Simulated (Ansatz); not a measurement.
This script for Ansatz 0.2.0 through its Python package starts 8 runs on CH5AlBN, SMILES B[N]1[CH2][AlH]1. What input does the engine get in each?

`ch5albn_scan.py`
```python
import logging
import sys

import ansatz as az
import numpy as np

logging.basicConfig(stream=sys.stdout, format="%(levelname)s:%(name)s:%(message)s")
log = logging.getLogger("ch5albn")
log.setLevel(logging.INFO)

BASIS = "def2-SVP"
FUNCTIONAL = "B3LYP"
DISPERSION = "d3bj"

GEOMETRY = """
B    -0.17490    1.04350   -1.02880
N    -0.58160   -0.29590   -0.49050
C     0.58170   -0.95310    0.06350
Al   -0.39080   -0.16200    1.44060
H     0.47660    1.16790   -2.00780
H    -0.86080    2.04940   -0.72710
H     0.57710   -2.05660   -0.00430
H     1.63400   -0.46200   -0.16070
H    -1.17300   -0.37750    2.89810
"""

molecule = az.Crystal.molecule()
for line in GEOMETRY.strip().splitlines():
    symbol, *xyz = line.split()
    molecule = molecule.atom(symbol, [float(v) for v in xyz])

symbols = [site.symbol for site in molecule.cartesian_sites]
start = np.array([site.position_ang for site in molecule.cartesian_sites])
axis = (start[8] - start[3]) / np.linalg.norm(start[8] - start[3])
moving = [8]
lengths, energies = [1.468, 1.535, 1.601, 1.668, 1.735, 1.802, 1.868, 1.968], []
for length in lengths:
    xyz = start.copy()
    xyz[moving] += (length - np.linalg.norm(start[8] - start[3])) * axis
    point = az.Crystal.molecule()
    for symbol, place in zip(symbols, xyz):
        point = point.atom(symbol, place.tolist())
    calculation = (
        point.calculation()
        .basis(gaussian=BASIS)
        .functional(FUNCTIONAL, dispersion=DISPERSION)
    )
    rep = calculation.run().report
    energies.append(rep["free_energy_ev"])
    log.info(f"r = {length:6.3f} A  E = {energies[-1]:.5f} eV  <S^2> = {abs(rep['mean_field']['state']['spin_squared']):.3f}")

fit = np.polynomial.Polynomial.fit(lengths, np.array(energies) - min(energies), 4).convert()
roots = [r.real for r in fit.deriv().roots() if abs(r.imag) < 1e-9 and fit.deriv(2)(r.real) > 0]
r_e = min(roots, key=lambda r: abs(r - lengths[int(np.argmin(energies))]))
log.info(f"minimum of the fit at {r_e:.4f} A, force constant {fit.deriv(2)(r_e):.2f} eV/A^2")
```

Run 1:
```yaml
crystal:
  periodic: [false, false, false]
  atoms:
    - { symbol: B, position_ang: [-0.1749, 1.0435, -1.0288] }
    - { symbol: "N", position_ang: [-0.5816, -0.2959, -0.4905] }
    - { symbol: C, position_ang: [0.5817, -0.9531, 0.0635] }
    - { symbol: Al, position_ang: [-0.3908, -0.162, 1.4406] }
    - { symbol: H, position_ang: [0.4766, 1.1679, -2.0078] }
    - { symbol: H, position_ang: [-0.8608, 2.0494, -0.7271] }
    - { symbol: H, position_ang: [0.5771, -2.0566, -0.0043] }
    - { symbol: H, position_ang: [1.634, -0.462, -0.1607] }
    - { symbol: H, position_ang: [-1.0791665793875256, -0.3516484247737302, 2.723256979618152] }
basis:
  gaussian:
    orbitals: def2-SVP
hamiltonian:
  xc: b3lyp
  dispersion: d3bj
```

Run 2, against run 1:
```diff
-    - { symbol: H, position_ang: [-1.0791665793875256, -0.3516484247737302, 2.723256979618152] }
+    - { symbol: H, position_ang: [-1.1105838551497629, -0.3603040408907874, 2.781797863565302] }
```

Run 3, against run 1:
```diff
-    - { symbol: H, position_ang: [-1.0791665793875256, -0.3516484247737302, 2.723256979618152] }
+    - { symbol: H, position_ang: [-1.1415322163483845, -0.36883046870758995, 2.839465002975927] }
```

Run 4, against run 1:
```diff
-    - { symbol: H, position_ang: [-1.0791665793875256, -0.3516484247737302, 2.723256979618152] }
+    - { symbol: H, position_ang: [-1.1729494921106218, -0.37748608482464713, 2.898005886923077] }
```

Run 5, against run 1:
```diff
-    - { symbol: H, position_ang: [-1.0791665793875256, -0.3516484247737302, 2.723256979618152] }
+    - { symbol: H, position_ang: [-1.2043667678728591, -0.3861417009417043, 2.9565467708702275] }
```

Run 6, against run 1:
```diff
-    - { symbol: H, position_ang: [-1.0791665793875256, -0.3516484247737302, 2.723256979618152] }
+    - { symbol: H, position_ang: [-1.2357840436350962, -0.3947973170587615, 3.0150876548173775] }
```

Run 7, against run 1:
```diff
-    - { symbol: H, position_ang: [-1.0791665793875256, -0.3516484247737302, 2.723256979618152] }
+    - { symbol: H, position_ang: [-1.2667324048337179, -0.40332374487556405, 3.0727547942280027] }
```

Run 8, against run 1:
```diff
-    - { symbol: H, position_ang: [-1.0791665793875256, -0.3516484247737302, 2.723256979618152] }
+    - { symbol: H, position_ang: [-1.313623861195266, -0.4162425749010225, 3.1601292478804655] }
```

```console
$ python ch5albn_scan.py
INFO:ch5albn:r =  1.468 A  E = -9875.59474 eV  <S^2> = 0.000
INFO:ch5albn:r =  1.535 A  E = -9875.66445 eV  <S^2> = 0.000
INFO:ch5albn:r =  1.601 A  E = -9875.66208 eV  <S^2> = 0.000
INFO:ch5albn:r =  1.668 A  E = -9875.60443 eV  <S^2> = 0.000
INFO:ch5albn:r =  1.735 A  E = -9875.50475 eV  <S^2> = 0.000
INFO:ch5albn:r =  1.802 A  E = -9875.37414 eV  <S^2> = 0.000
INFO:ch5albn:r =  1.868 A  E = -9875.22435 eV  <S^2> = 0.000
INFO:ch5albn:r =  1.968 A  E = -9874.97380 eV  <S^2> = 0.000
INFO:ch5albn:minimum of the fit at 1.5652 A, force constant 14.31 eV/A^2
```

Caveats:
- Total energies depend on the basis set; only differences at equal settings carry meaning.
- The rest of the molecule is held rigid at a force-field or estimated start geometry, and the basis set is modest; single-reference methods fail as a bond breaks.
- b3lyp holds the VWN-RPA fit, as in Gaussian; the form of ORCA and Turbomole is b3lyp5.
- The orbitals are restricted, so S² is zero by construction.
- Timing: 18 s on 1 thread of Arm Neoverse V1 (shared host), peak memory 0.23 GiB.
